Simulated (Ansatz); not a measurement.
# TiAs (P6_3/mmc): cell relaxations under several functionals

Wanted for TiAs (P6_3/mmc): cell relaxations under several functionals.

The COD entry's cell or inner coordinates are ideal or old and differ from later refinements, so a difference from it is no clean test against experiment.

Program: Ansatz 0.2.0, driven from Python. The levels of theory stand in the script. These are calculated values, not measurements.

## Step 1: Starting point

The structure is hexagonal, space group P6_3/mmc (No. 194). Conventional cell: a = 3.650 Å, b = 3.650 Å, c = 12.300 Å, α = 90.00°, β = 90.00°, γ = 120.00°. Ti (site symmetry 3m) has 6 As at 2.61 Å as nearest neighbours. Around As (site symmetry -3m) lie 6 Ti at 2.61 Å. Around As (site symmetry -6m2) lie 6 Ti at 2.61 Å.

No structure file is read: the coordinates are typed or built in the script.

## Step 2: The script

lattice_tias.py reads:

```python
import warnings

import ansatz as az
import numpy as np

def edges_and_angles(cell):
    cell = np.asarray(cell)
    a, b, c = np.linalg.norm(cell, axis=1)
    cosines = cell[1] @ cell[2] / (b * c), cell[0] @ cell[2] / (a * c), cell[0] @ cell[1] / (a * b)
    return (a, b, c, *np.degrees(np.arccos(cosines)))


def main() -> None:
    warnings.simplefilter("ignore", az.DeckWarning)

    system = (
        az.Lattice.from_parameters(3.65, 3.65, 12.3, alpha=90, beta=90, gamma=120)
        .space_group(194)
        .atom("Ti", (1 / 3, 2 / 3, 0.125))
        .atom("As", (0.0, 0.0, 0.0))
        .atom("As", (1 / 3, 2 / 3, 0.75))
    )

    model = (
        system.calculation()
        .basis(380)
        .accuracy("low")
        .kpoints(density=3.1)
        .occupations("fermi_dirac")
        .scf(tolerance=1e-08, lower_state_search="off")
        .relax(cell=True, force_tolerance=0.001)
    )

    levels = [("lda", "none"), ("pbesol", "none"), ("pbesol", "d3bj")]
    print("level            a       b       c    alpha   beta  gamma  V/atom  steps")
    for name, dispersion in levels:
        seen = []
        run = model.functional(name, dispersion=dispersion).session().plan()
        outcome = run.execute(on_event=lambda e: seen.append(e) if e["event"] == "relax_step" else None)
        cell = outcome.lattice.cell_ang
        label = name if dispersion == "none" else f"{name}+{dispersion}"
        print("{:13s} {:7.4f} {:7.4f} {:7.4f} {:6.2f} {:6.2f} {:6.2f}".format(label, *edges_and_angles(cell)), f"{abs(np.linalg.det(cell)) / len(outcome.lattice.sites):7.3f} {len(seen):5d}")


if __name__ == "__main__":
    main()
```

## Step 3: The input behind the calls

The engine receives this input (first run):

```yaml
crystal:
  lattice:
    a: 3.65
    b: 3.65
    c: 12.3
    alpha: 90.0
    beta: 90.0
    gamma: 120.0
  space_group: 194
  atoms:
    - { symbol: Ti, position: [0.3333333333333333, 0.6666666666666666, 0.125] }
    - { symbol: As, position: [0.0, 0.0, 0.0] }
    - { symbol: As, position: [0.3333333333333333, 0.6666666666666666, 0.75] }
accuracy: low
basis:
  ecutwfc: 380.0
kpoints:
  mp_grid:
    kspacing: 0.3225806451612903
hamiltonian:
  xc: lda
  dispersion: none
scf:
  convergence:
    dr2_threshold: 1.0e-08
  lower_state_search: "off"
  occupations:
    method: fermi_dirac
relax:
  f_tol: 0.001
  cell: {}
```

## Step 4: The run

Launch:

```
> python lattice_tias.py
```

Standard output:

```text
level            a       b       c    alpha   beta  gamma  V/atom  steps
lda            3.5672  3.5672 11.8570  90.00  90.00 120.00  16.333     9
pbesol         3.5996  3.5996 11.9634  90.00  90.00 120.00  16.781     8
pbesol+d3bj    3.5454  3.5454 11.8374  90.00  90.00 120.00  16.108     9
```

It took 2.1 min on 1 thread of Intel Xeon Platinum 8488C (Sapphire Rapids), shared host; peak memory 0.56 GiB.

## Step 5: Inputs of later runs

The engine's inputs for the other runs:

Run 2, against run 1:

```diff
@@ -21 +21 @@
-  xc: lda
+  xc: pbesol
```

Run 3, against run 1:

```diff
@@ -21,2 +21,2 @@
-  xc: lda
-  dispersion: none
+  xc: pbesol
+  dispersion: d3bj
```

## Step 6: What each run gave

One row for each of the 3 runs:

| run | functional | dispersion | energy (eV/atom) | final volume (Å³/atom) | SCF cycles in all | CPU time (s) |
| --- | --- | --- | --- | --- | --- | --- |
| 1 | lda | none | -3613.0226 | 16.33 | 65 | 37 |
| 2 | pbesol | none | -3644.4575 | 16.78 | 58 | 39 |
| 3 | pbesol | d3bj | -3645.0129 | 16.11 | 64 | 50 |

Energies are free energies F = E - TS of the smeared occupations. Totals under unlike functionals or potentials can't be compared directly.

## Step 7: The relaxation of run 1, step by step

Relaxation path:

```csv
step,E - E(step 1) (eV/cell),largest force component (eV/Å),pressure (GPa),volume (Å³)
1,0.0000,0.8301,-9.04,141.91
2,-0.5060,0.0677,4.55,126.86
3,-0.5516,0.0351,-0.75,131.53
4,-0.5545,0.0104,-0.05,130.87
5,-0.5547,0.0039,0.02,130.79
6,-0.5547,0.0001,0.00,130.82
7,-0.5435,0.0020,-0.17,130.82
8,-0.5438,0.0003,0.00,130.66
9,-0.5436,0.0004,0.00,130.66
```

Step 1 is the start. Steps 7, 9 each repeat the geometry before them on a plane-wave basis chosen anew, so the energy can jump there without any move. The cutoff lies under the recommended one, as the log warns, so the cell and pressures carry a basis error.

|  | before | after | change |
| --- | --- | --- | --- |
| a (Å) | 3.650 | 3.567 | -2.3 % |
| b (Å) | 3.650 | 3.567 | -2.3 % |
| c (Å) | 12.300 | 11.857 | -3.6 % |
| volume (Å³/atom) | 17.74 | 16.33 | -7.9 % |
| shortest distance (Å) | 2.609 | 2.483 | -4.8 % |
| space group (0.01 Å) | P6_3/mmc | P6_3/mmc | same |

Forces and stress were held to the start's 24 operations: a distortion of lower symmetry was not tested.

## Step 8: The relaxation of run 3, step by step

The steps of the relaxation:

```
step  E - E(step 1) (eV/cell)  largest force component (eV/Å)  pressure (GPa)  volume (Å³)
   1                   0.0000                          0.8621          -10.60       141.91
   2                  -0.6085                          0.0315            5.59       124.33
   3                  -0.6785                          0.0268           -1.02       129.92
   4                  -0.6826                          0.0162            0.02       128.96
   5                  -0.6826                          0.0101            0.01       128.96
   6                  -0.6827                          0.0001            0.00       128.97
   7                  -0.6759                          0.0007           -0.12       128.97
   8                  -0.6760                          0.0000            0.00       128.86
   9                  -0.6759                          0.0000            0.00       128.86
```

Step 1 is the start. Steps 7, 9 each repeat the geometry before them on a plane-wave basis chosen anew, so the energy can jump there without any move. The cutoff lies under the recommended one, as the log warns, so the cell and pressures carry a basis error.

|  | before | after | change |
| --- | --- | --- | --- |
| a (Å) | 3.650 | 3.545 | -2.9 % |
| b (Å) | 3.650 | 3.545 | -2.9 % |
| c (Å) | 12.300 | 11.837 | -3.8 % |
| volume (Å³/atom) | 17.74 | 16.11 | -9.2 % |
| shortest distance (Å) | 2.609 | 2.473 | -5.2 % |
| space group (0.01 Å) | P6_3/mmc | P6_3/mmc | same |

Forces and stress were held to the start's 24 operations: a distortion of lower symmetry was not tested.

## Step 9: Outcome

| quantity | value |
| --- | --- |
| runs compared | 3 |
| relaxed volume | 16.11 (pbesol d3bj) to 16.78 Å³/atom (pbesol) |

From smallest to largest: PBEsol+D3BJ (16.11 Å³ an atom, -9.2 % against the start), LDA (16.33 Å³ an atom, -7.9 % against the start) and PBEsol (16.78 Å³ an atom, -5.4 % against the start). The spread is 4.2 % in volume. In run 1, the volume shrank by 7.9 % over 6 moves, and the space group stayed P6_3/mmc. In run 3, over 6 moves the cell shrank by 9.2 % in volume, and the space group stayed P6_3/mmc. What to keep in mind:
- The cutoff lies under the one recommended for these potentials.
- For a metal this k-point mesh is coarse: on a finer one energies can move by several to tens of meV an atom and pressures by half a GPa or more, differences at one mesh by less.
- The program warned that this SCF threshold is loose for forces or stresses.
- Of the deposited cell: the entry's cell lengths or inner coordinates differ somewhat from later room-temperature determinations.
